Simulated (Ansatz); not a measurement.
**BFH₆OSi₂: up Jacob's ladder to CCSD(T)**

An exercise on one series of results from a longer session: the logs are not shown, and one member is left open.

The runs use Ansatz 0.2.0, Gaussian basis; functionals in def2-TZVPP, the program's frozen cores in correlated methods.

The runs, in order: PBE-D4, r2SCAN-D4, PBE0-D4, B3LYP-D4, ωB97X-V, ωB97M-V, B2PLYP; CCSD(T)/def2-TZVPP; MP2/def2-QZVPP; extrapolation to the limit.

## Structure used throughout

The geometry comes from an earlier relaxation with PBE0-D4 in a triple-zeta def2 set; it is a stationary point, not always the lowest conformer.

SMILES `FBO[SiH2][SiH3]`, 11 atoms, charge 0, spin multiplicity 1.

Atoms are counted from 1 here; the program's logs count them from 0.

Bond lengths: F1–B2 1.334 Å, B2–O3 1.338 Å, B2–H6 1.194 Å, O3–Si4 1.669 Å, Si4–Si5 2.344 Å, Si4–H7 1.486 Å, Si4–H8 1.486 Å, Si5–H9 1.486 Å, Si5–H10 1.486 Å, Si5–H11 1.490 Å. Angles: F1–B2–O3 120.2°, F1–B2–H6 118.4°, O3–B2–H6 121.5°, B2–O3–Si4 135.9°, O3–Si4–Si5 113.5°, O3–Si4–H7 106.5°, O3–Si4–H8 106.5°, Si5–Si4–H7 110.8°, Si5–Si4–H8 110.7°, H7–Si4–H8 108.6°, Si4–Si5–H9 110.9°, Si4–Si5–H10 110.9°, Si4–Si5–H11 107.5°, H9–Si5–H10 109.8°, H9–Si5–H11 108.8°, H10–Si5–H11 108.8°.

Set-up of the first run:

File in.yaml:

```yaml
crystal:
  periodic: [false, false, false]
  atoms:
    - {symbol: F, position_ang: [-1.801767, -0.338838, 1.122670]}
    - {symbol: B, position_ang: [-1.956711, 0.804495, 0.452270]}
    - {symbol: O, position_ang: [-0.975761, 1.260797, -0.335195]}
    - {symbol: Si, position_ang: [0.554937, 0.750118, -0.760933]}
    - {symbol: Si, position_ang: [1.176574, -1.274843, 0.242932]}
    - {symbol: H, position_ang: [-2.984383, 1.399344, 0.575383]}
    - {symbol: H, position_ang: [1.487403, 1.839090, -0.371461]}
    - {symbol: H, position_ang: [0.562320, 0.627498, -2.241452]}
    - {symbol: H, position_ang: [0.256971, -2.370487, -0.157972]}
    - {symbol: H, position_ang: [1.194831, -1.150060, 1.723114]}
    - {symbol: H, position_ang: [2.550885, -1.604213, -0.228655]}
basis:
  gaussian: {orbitals: def2-TZVPP}
hamiltonian: {xc: pbe, dispersion: d4}
output: {forces: true, orbitals: {seedname: orbitals}}
```

Started as:

```console
> ansatz run in.yaml --threads 4 --pin off --events-out ev --progress --plain --max-ram 10444MiB
```

Among the steps run: PBE-D4 (GGA); r2SCAN-D4 (meta-GGA); PBE0-D4 (hybrid); B3LYP-D4 (hybrid); ωB97X-V (range-separated); ωB97M-V (range-separated); B2PLYP (double hybrid); CCSD(T) in def2-TZVPP; MP2 in def2-QZVPP.

One of the session's tables, all rows but one given; the rest of the session is left out.

| method | atomisation energy (eV) |
| --- | --- |
| PBE-D4 | 40.763 |
| r2SCAN-D4 | 40.847 |
| PBE0-D4 | 40.292 |
| B3LYP-D4 | 40.700 |
| ωB97X-V | 40.957 |
| ωB97M-V | 40.807 |
| B2PLYP | ? |
| HF/def2-TZVPP | 31.247 |
| MP2/def2-TZVPP | 40.273 |
| CCSD/def2-TZVPP | 39.285 |
| CCSD(T)/def2-TZVPP | 39.731 |
| MP2/CBS | 41.294 |
| CCSD(T)/CBS | 40.751 |

Estimate the missing values for B2PLYP.

As computed: atomisation energy (eV): 40.300. In the column «atomisation energy (eV)» it lies between PBE0-D4 (40.292) and B3LYP-D4 (40.700).

Limits of these values: Free atoms (1 F, 1 B, 1 O, 2 Si, 6 H) were run apart at each level; the atomisation energy is their sum less the molecule, without zero-point or spin-orbit terms.
